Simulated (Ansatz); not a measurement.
Run this with the Ansatz DFT code, driven from Python and show what comes out.

Script `opt.py`:
```python
import ansatz as az
import numpy as np
import pandas as pd

BASIS_SET = "6-31G*"
FUNCTIONAL = "HF"


def main() -> None:
    geometry_ang = [
        ("C", (-0.5917, -1.3975, 0.1433)),
        ("C", (0.0765, -0.3737, 1.0115)),
        ("Cl", (0.2931, -0.7777, 2.6926)),
        ("C", (0.6177, 0.8159, 0.5542)),
        ("Al", (0.385, 1.4689, -1.325)),
        ("H", (-1.5604, -0.8724, -0.2831)),
        ("H", (0.0483, -1.6712, -0.6965)),
        ("H", (-0.8938, -2.2345, 0.7067)),
        ("H", (1.0606, 1.4913, 1.2836)),
        ("H", (0.9901, 2.9032, -1.6721)),
        ("H", (-0.3601, 0.5906, -2.3945)),
    ]
    c3h6alcl = az.Crystal.molecule()
    for symbol, xyz in geometry_ang:
        c3h6alcl = c3h6alcl.atom(symbol, xyz)

    job = (
        c3h6alcl.calculation()
        .basis(gaussian=BASIS_SET)
        .functional(FUNCTIONAL)
    )
    symbols = [site.symbol for site in c3h6alcl.cartesian_sites]
    start = np.array([site.position_ang for site in c3h6alcl.cartesian_sites], dtype=float)
    def progress(event):
        if event["event"] == "relax_step":
            row = event["data"]
            print(f"step {row['step']:3d}  E = {row['lagrangian_ev']:.6f} eV  largest force component {row['allowed_force_max_ev_ang']:.4f} eV/A")


    r = job.relax(force_tolerance=0.005, max_steps=100).session().plan().execute(on_event=progress).report
    end = np.array(r["positions_ang"])

    for key in ("converged", "free_energy_ev", "reference_energy_ev", "n_frozen", "n_occupied", "n_virtual"):
        print(f"{key:22s} {r[key]}")

    print("final positions (A) and the move of each atom")
    for symbol, xyz, old in zip(symbols, end, start):
        print(f"{symbol:2s} {xyz[0]:10.5f} {xyz[1]:10.5f} {xyz[2]:10.5f}   {np.linalg.norm(xyz - old):7.4f}")

    charges = r["charge_distribution"]
    table = pd.DataFrame({"atom": symbols, "mulliken": charges["mulliken_charges_e"], "lowdin": charges["lowdin_charges_e"]})
    print(table.round(3).to_string())
    print("dipole (e A):", np.round(charges["dipole_moment_e_ang"], 4) + 0.0)


if __name__ == "__main__":
    main()
```

Running `python opt.py` prints:
```text
step   1  E = -22270.735848 eV  largest force component 3.2776 eV/A
step   2  E = -22270.966704 eV  largest force component 1.5896 eV/A
step   3  E = -22271.079925 eV  largest force component 0.7374 eV/A
step   4  E = -22271.090295 eV  largest force component 0.4000 eV/A
step   5  E = -22271.100545 eV  largest force component 0.1962 eV/A
step   6  E = -22271.104289 eV  largest force component 0.2202 eV/A
step   7  E = -22271.128081 eV  largest force component 0.2850 eV/A
step   8  E = -22271.111813 eV  largest force component 1.0514 eV/A
step   9  E = -22271.146287 eV  largest force component 0.1849 eV/A
step  10  E = -22271.150292 eV  largest force component 0.5311 eV/A
step  11  E = -22271.185040 eV  largest force component 0.2628 eV/A
step  12  E = -22271.210903 eV  largest force component 0.2231 eV/A
step  13  E = -22271.158102 eV  largest force component 0.9894 eV/A
step  14  E = -22271.217110 eV  largest force component 0.0257 eV/A
step  15  E = -22271.210176 eV  largest force component 0.2768 eV/A
step  16  E = -22271.216785 eV  largest force component 0.1720 eV/A
step  17  E = -22271.217535 eV  largest force component 0.0108 eV/A
step  18  E = -22271.217317 eV  largest force component 0.1814 eV/A
step  19  E = -22271.217754 eV  largest force component 0.0129 eV/A
step  20  E = -22271.217613 eV  largest force component 0.0529 eV/A
step  21  E = -22271.217925 eV  largest force component 0.0046 eV/A
step  22  E = -22271.218009 eV  largest force component 0.0051 eV/A
step  23  E = -22271.218014 eV  largest force component 0.0195 eV/A
step  24  E = -22271.218041 eV  largest force component 0.0040 eV/A
converged              True
free_energy_ev         -22271.218040720636
reference_energy_ev    -22271.218040720636
n_frozen               0
n_occupied             [27, 27]
n_virtual              [68, 68]
final positions (A) and the move of each atom
C    -0.68916   -1.38070    0.19024    0.1095
C    -0.00575   -0.28340    0.95387    0.1351
Cl    0.05238   -0.64009    2.68289    0.2774
C     0.51999    0.84370    0.49318    0.1185
Al    0.57911    1.45500   -1.36181    0.1981
H    -1.70269   -1.51549    0.55263    1.0641
H    -0.72231   -1.15479   -0.86677    0.9431
H    -0.16520   -2.31989    0.33234    0.8236
H     0.96365    1.48828    1.23729    0.1075
H     1.26432    2.85318   -1.64802    0.2798
H    -0.02905    0.59712   -2.54514    0.3638
   atom  mulliken  lowdin
0     C    -0.511  -0.297
1     C    -0.031  -0.198
2    Cl    -0.050   0.113
3     C    -0.475  -0.290
4    Al     0.614   0.327
5     H     0.198   0.139
6     H     0.200   0.148
7     H     0.198   0.139
8     H     0.206   0.159
9     H    -0.166  -0.116
10    H    -0.183  -0.122
dipole (e A): [-0.0685 -0.0514 -0.2925]
```

Reading the output:
- Total energies depend on the basis set; only differences at equal settings carry meaning.
- The end point is the stationary point reached from this start; no frequency run checks that it is a minimum, and the basis set is modest.
- The Löwdin charges here are taken after orthogonalising the functions within each atom; they differ from plain Löwdin charges, and their signs can be unphysical.
- It ran for 58 s on 1 thread of Arm Neoverse V2 (shared host), peak memory 0.3 GiB.
